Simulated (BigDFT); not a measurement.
Input of a BigDFT 1.9.6 run:

File input.yaml:

```yaml
dft:
  hgrids: 0.37
  rmult: [6.0, 8.0]
  ixc: PBE
  gnrm_cv: 3.e-05
  ncong: 6
  idsx: 6
  itermax: 80
  nrepmax: 2
  norbv: 5
  nvirt: 2
  itermax_virt: 30
  gnrm_cv_virt: 0.001
psolver:
  environment: {cavity: soft-sphere, epsilon: 8.93}
posinp:
  units: angstroem
  positions:
  - {Cu: [4.51299996, 4.52099997, 4.92414996]}
  - {Cu: [4.51299996, 4.52099997, 7.14384996]}
```

Potentials or basis: GTH-PBE (Cu q11).

Run with:

```bash
$ OMP_NUM_THREADS=1 bigdft  # reads input.yaml, psppar.Cu
```

Estimate the dipole moment.

0.00 D.

What does it give for the largest force?

0.421 eV/Å.

Estimate the lowest empty level.

-2.55 eV.

Predict the gap between the frontier levels.

1.72 eV.

Forces in eV/Å, atoms in the order of the input:
```
Cu   0.000  0.000  0.421
Cu   0.000  0.000 -0.421
```

Caveat: boundaries are free: the box only frames the coordinates, and the band gap is the HOMO-LUMO gap; the molecule sits in an implicit solvent. PBE gaps usually lie below the measured ones, often by a third to a half.
